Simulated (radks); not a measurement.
**Ionisation of Cu: one atom, several choices of exchange strength α**

One table from this session's results is given with a row withheld; the runs are named, their logs left out.

Method: scalar-relativistic Kohn-Sham, spin-polarised, spherical densities, point nucleus; open shells are filled with parallel spins first. Code: radks (a radial shooting solver on a logarithmic mesh, Libxc functionals) version 1.

## Starting point

```
element       : copper (Z = 29)
charge        : 0
electrons     : 29
configuration : [Ar] 3d10 4s1
ion           : Cu⁺, [Ar] 3d10
choices       : α = 0.582; α = 0.609; α = 0.667; α = 0.763; α = 0.809; α = 0.975; α = 1.008
```

The outer shells:

Cu
```
[Ar] core
3d [↑↓][↑↓][↑↓][↑↓][↑↓]
4s [↑ ]
```

Cu⁺
```
[Ar] core
3d [↑↓][↑↓][↑↓][↑↓][↑↓]
```

Set-up of the first run:

The run's settings:

```text
Z 29
configuration [Ar] 3d10 4s1
relativity scalar-relativistic
functional xalpha 0.582
spin polarised
nucleus point
c 137.035999084
```

Among the steps run: α = 0.582: Cu.

One of the session's tables, all rows but one given; the rest of the session is left out.

From the orbitals of this run (lengths in bohr):

```
  level     <r>  outermost maximum (interpolated)  90 % within  nodes
3s down  0.7152                             0.615         1.08      2
  3s up       ?                                 ?            ?      ?
3p down  0.7529                             0.621         1.17      1
  3p up  0.7539                             0.621         1.17      1
  4s up   3.016                              2.32         4.74      3
  3d up   1.113                             0.603         2.07      0
3d down   1.063                             0.602         1.94      0
4s down   3.063                              2.28         4.89      3
```

Estimate the missing values for 3s up.

The run gave: <r>: 0.7156; outermost maximum (interpolated): 0.615; 90 % within: 1.08; nodes: 2. In the column «<r>» it lies between 3s down (0.7152) and 3p down (0.7529).
